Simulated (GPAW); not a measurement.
BaTiO3:

```
Ba Ti O
1.0
     4.00600    0.00000    0.00000
     0.00000    4.00600    0.00000
     0.00000    0.00000    4.00600
Ba Ti O
1 1 3
Direct
  0.50000 0.50000 0.50000
  0.00000 0.00000 0.00000
  0.00000 0.00000 0.50000
  0.00000 0.50000 0.00000
  0.50000 0.00000 0.00000
```

Base run:

* Program: GPAW 26.7.0
* Functional: PBEsol
* Potentials or basis: PAW data sets generated in the run's folder for this functional
* Cutoff: 800 eV
* Basis: pw
* k mesh: 7 × 7 × 7
* Occupations: fermi-dirac, width 0.05 eV
* Spin: no spin polarisation
* Hubbard terms: Ti d U = 6 eV

Its results: band gap on the k mesh 2.67 eV, indirect (least direct gap 2.81 eV); pressure -0.4 GPa.

**Question.** After a change of settings the same cell gave: band gap on the k mesh 3.01 eV, indirect (least direct gap 3.17 eV); pressure 0.7 GPa. Which change was it?
A. hubbard terms from Ti d U = 6 eV to none
B. hubbard terms from Ti d U = 6 eV to Ti d U = 3 eV
C. hubbard terms from Ti d U = 6 eV to Ti d U = 8 eV

**Answer.** C.

Caveats: spin-orbit coupling is left out, which moves the levels of the heavy elements.
